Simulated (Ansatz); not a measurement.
# F2H4O4W: basis-set convergence

One table from this session's results is given with a row withheld; the runs are named, their logs left out.

Program: Ansatz 0.2.0, Gaussian basis. Level of theory: one geometry, several basis sets. These are calculated values, not measurements.

The runs, in order: PBE0-D4/def2-SVP; ωB97M-V/def2-SVP; PBE0-D4/def2-QZVPP; ωB97M-V/def2-QZVPP; the functionals' def2-TZVPP values are taken from earlier runs.

### The geometry

The geometry comes from an earlier relaxation with PBE0-D4 in a triple-zeta def2 set; it is a stationary point, not always the lowest conformer. W takes the def2 core potential; no spin-orbit term is included.

SMILES `[OH][W]([OH])([OH])([OH])([F])[F]`, 11 atoms, charge 0, spin multiplicity 1.

Atoms are counted from 1 here; the program's logs count them from 0.

Bond lengths: O1–W2 1.865 Å, O1–H8 0.961 Å, W2–O3 1.877 Å, W2–O4 1.884 Å, W2–O5 1.873 Å, W2–F6 1.894 Å, W2–F7 1.914 Å, O3–H9 0.962 Å, O4–H10 0.960 Å, O5–H11 0.960 Å. Angles: W2–O1–H8 124.3°, O1–W2–O3 98.6°, O1–W2–O4 163.3°, O1–W2–O5 90.8°, O1–W2–F6 92.6°, O1–W2–F7 81.9°, O3–W2–O4 98.0°, O3–W2–O5 89.6°, O3–W2–F6 83.1°, O3–W2–F7 169.8°, O4–W2–O5 89.5°, O4–W2–F6 89.2°, O4–W2–F7 81.7°, O5–W2–F6 172.3°, O5–W2–F7 100.6°, F6–W2–F7 86.8°, W2–O3–H9 120.3°, W2–O4–H10 121.8° and more.

Set-up of the first run:

in.yaml reads:

```yaml
crystal:
  periodic: [false, false, false]
  atoms:
    - {symbol: O, position_ang: [-1.357641, -1.072650, 0.900604]}
    - {symbol: W, position_ang: [-0.043815, -0.015697, 0.104330]}
    - {symbol: O, position_ang: [1.465905, -1.001043, 0.627949]}
    - {symbol: O, position_ang: [0.846778, 1.344407, -0.848565]}
    - {symbol: O, position_ang: [-0.143520, -1.030120, -1.466776]}
    - {symbol: F, position_ang: [0.296229, 0.924584, 1.712942]}
    - {symbol: F, position_ang: [-1.529100, 1.165134, -0.145457]}
    - {symbol: H, position_ang: [-2.282024, -0.821928, 0.975713]}
    - {symbol: H, position_ang: [1.925912, -0.785723, 1.444596]}
    - {symbol: H, position_ang: [0.418407, 2.176846, -1.062599]}
    - {symbol: H, position_ang: [0.402859, -0.883811, -2.242738]}
basis:
  gaussian: {orbitals: def2-SVP}
hamiltonian: {xc: pbe0, dispersion: d4}
output: {orbitals: {seedname: orbitals}}
```

Launch:

```bash
ansatz run in.yaml --threads 4 --pin off --events-out ev --progress --plain --max-ram 11315MiB
```

Steps of the session up to this table: PBE0-D4 in def2-SVP; ωB97M-V in def2-SVP; PBE0-D4 in def2-QZVPP; ωB97M-V in def2-QZVPP.

One of the session's tables, all rows but one given; the rest of the session is left out.

It belongs to the step «Density functionals: the series». 

```
functional       basis  HOMO (eV)  LUMO (eV)
   PBE0-D4    def2-SVP          ?          ?
   PBE0-D4  def2-TZVPP      -9.52      -2.63
   PBE0-D4  def2-QZVPP      -9.57      -2.70
   ωB97M-V    def2-SVP     -11.84      -0.54
   ωB97M-V  def2-TZVPP     -11.94      -0.51
   ωB97M-V  def2-QZVPP     -11.99      -0.60
```

Estimate the missing values for PBE0-D4, def2-SVP.

**Answer.** HOMO (eV): -9.43; LUMO (eV): -2.67. In the column «HOMO (eV)» it is the highest.
